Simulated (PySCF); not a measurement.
**The bond of NaIn, level by level**

What are the lowest state that PBE0 finds, the bond length, vibrational wavenumber and bond energy of NaIn, and how much do these hang on the method?

Program: PySCF 2.14.0. Level of theory: Na cc-pVDZ, In cc-pVDZ-PP with ECP28, scalar-relativistic core potentials. These are calculated values, not measurements.

## 1. Input

A driver script around PySCF takes these settings:

| Item | Value |
| --- | --- |
| atoms | Na, In |
| charge | 0 |
| basis | Na cc-pVDZ, In cc-pVDZ-PP with ECP28 |
| Hamiltonian | scalar-relativistic core potentials |
| basis functions | 41 |
| electrons treated | 32 |
| masses in u | 22.9898, 114.9039 |
| levels | PBE0, PBE, r²SCAN, BLYP, PBEsol, B2PLYP, HSE06, HF, MP2, SCS-MP2, CCSD, CCSD(T) |
| grid | 80 radial by 434 angular points |
| occupations | held fixed by the projection of orbital angular momentum |
| dissociation limit | Na + In, each in its ground configuration |
| starting distance in angstrom | 2.965 |
| values of 2S to try | 0, 2 |

Launch:

```bash
> OMP_NUM_THREADS=1 python dia.py task.json out
```

After this run come: The PBE0 curve of the state that the search chose; Other states along the same grid; PBE; r²SCAN; BLYP (GGA); PBEsol; B2PLYP (double hybrid); HSE06; RHF (mean field); Correlated methods on the Hartree–Fock reference.

What does the calculation give? Wanted: for each run, Re; ωe; De; μ.

**Answer**, as computed:

Lowest PBE0 solution found, without spin–orbit coupling: ¹Σ⁺ (singlet), closed shell. State 2 has its PBE0 minimum 0.22 eV higher. State 3 has its PBE0 minimum 0.40 eV higher, as a spin-mixed determinant (⟨S²⟩ = 1.01), so this is no gap between pure states. The other levels ran on the lowest alone.

```tsv
level	Re (Å)	ωe (cm⁻¹)	De (eV)	μ (D)
RHF	3.331	144.5	-0.085	-2.78
RHF-MP2	3.294	149.0	0.53	n/a
RHF-SCS-MP2	3.310	146.4	0.56	n/a
RHF-CCSD	3.314	142.6	0.69	n/a
RHF-CCSD(T)	3.317	140.7	0.73	n/a
PBE	3.269	140.3	0.87	-0.99
PBEsol	3.241	143.0	0.91	-1.23
BLYP	3.270	138.2	0.87	-0.70
r²SCAN	3.262	144.1	0.68	-1.74
PBE0	3.253	146.0	0.74	-1.70
HSE06	3.256	144.8	0.78	-1.64
B2PLYP	3.255	146.8	0.74	-1.86
```

De is counted to Na + In in their ground configurations. A positive dipole means Na(−)In(+).

What this shows: The methods spread over 0.090 Å in bond length, from PBEsol to RHF. CCSD(T) can't serve as the judge here: for a weak bond in this basis it is far from its limit. Among the levels with a De in the table, it runs from -0.085 eV (RHF) to 0.91 eV (PBEsol).

Correlated steps freeze 5 core orbitals. These are scalar-relativistic numbers at best; spin–orbit coupling would shift them, the dissociation energy most. B2PLYP dipoles, levels and charges come from its SCF part alone. A negative De means that the minimum lies above the separated atoms at that level.
